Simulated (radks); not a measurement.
**Ca inside a hard spherical wall**

What does compression do to the levels of Ca? A hard sphere of shrinking radius stands in for pressure; the configuration is held at [Ar] 4s2.

Program: radks (a radial shooting solver on a logarithmic mesh, Libxc functionals) version 1. Level of theory: scalar-relativistic Kohn-Sham, LDA (Slater exchange, Perdew-Wang correlation), spin-polarised, spherical densities, finite nucleus. These are calculated values, not measurements, unless marked.

## Step 1: The atom as given

- element: calcium (Z = 20)
- charge: 0
- electrons: 20
- configuration: [Ar] 4s2
- nuclear rms radius: 3.4776 fm

The outer shells:

Ca
```
[Ar] core
4s [↑↓]
```

## Step 2: The free atom

The run's settings:

```text
Z 20
configuration [Ar] 4s2 3d0 4p0 5s0
relativity scalar-relativistic
functional lda,pw
spin polarised
nucleus finite rms 3.4776 fm
c 137.035999084
```

## Step 3: Wall at 15 bohr

Changes since step 2:

```diff
@@ -6,2 +6,3 @@
 nucleus finite rms 3.4776 fm
+wall 15 bohr
 c 137.035999084
```

## Step 4: Wall at 12 bohr

Changes since step 3:

```diff
@@ -6,3 +6,3 @@
 nucleus finite rms 3.4776 fm
-wall 15 bohr
+wall 12 bohr
 c 137.035999084
```

## Step 5: Wall at 10 bohr

Changes since step 4:

```diff
@@ -6,3 +6,3 @@
 nucleus finite rms 3.4776 fm
-wall 12 bohr
+wall 10 bohr
 c 137.035999084
```

## Step 6: Wall at 6 bohr

Changes since step 5:

```diff
@@ -6,3 +6,3 @@
 nucleus finite rms 3.4776 fm
-wall 10 bohr
+wall 6 bohr
 c 137.035999084
```

## Step 7: Wall at 3.5 bohr

Changes since step 6:

```diff
@@ -6,3 +6,3 @@
 nucleus finite rms 3.4776 fm
-wall 6 bohr
+wall 3.5 bohr
 c 137.035999084
```

## Step 8: Wall at 3 bohr

Changes since step 7:

```diff
@@ -6,3 +6,3 @@
 nucleus finite rms 3.4776 fm
-wall 3.5 bohr
+wall 3 bohr
 c 137.035999084
```

## Step 9: Wall at 1.5 bohr

Changes since step 8:

```diff
@@ -6,3 +6,3 @@
 nucleus finite rms 3.4776 fm
-wall 3 bohr
+wall 1.5 bohr
 c 137.035999084
```

**Question.** What will these runs give? Wanted: for each run, R; E − E(free); ε(4s); ε(3d, empty); ε(4p, empty); ε(5s, empty); pressure.

As calculated:

| R (bohr) | E − E(free) (eV) | ε(4s) (eV) | ε(3d, empty) (eV) | ε(4p, empty) (eV) | ε(5s, empty) (eV) | pressure (GPa) |
| --- | --- | --- | --- | --- | --- | --- |
| free | 0.000 | -3.864 | -2.133 | -1.439 | -0.083 | 0 |
| 15 | 0.000 | -3.863 | -2.131 | -1.430 | 0.346 | 0.000140 |
| 12 | 0.008 | -3.842 | -2.106 | -1.371 | 1.054 | 0.00474 |
| 10 | 0.058 | -3.747 | -1.992 | -1.172 | 2.344 | 0.0488 |
| 6 | 2.581 | -1.396 | 0.029 | 2.404 | 15.654 | 5.81 |
| 3.5 | 34.366 | 17.529 | 9.095 | 25.978 | 80.982 | 299 |
| 3 | 66.534 | 33.696 | 15.383 | 44.158 | 125.41 | 900 |
| 1.5 | 1031.6 | 355.98 | 117.69 | 361.03 | 800.94 | 94303 |

**Reading.** Eigenvalues are for spin up. At the tightest wall, 1.5 bohr, the energy stands 1031.6 eV above the free atom and the pressure, −dE/dV, is 94303 GPa. Of the levels in the table that exist at both ends, 5s (empty) rises most from the free atom (801.02 eV). From R = 3.5 bohr inwards the highest occupied level lies above zero, pushed up by confinement. Shells are not refilled when levels cross, and a hard wall is a model, not a crystal.
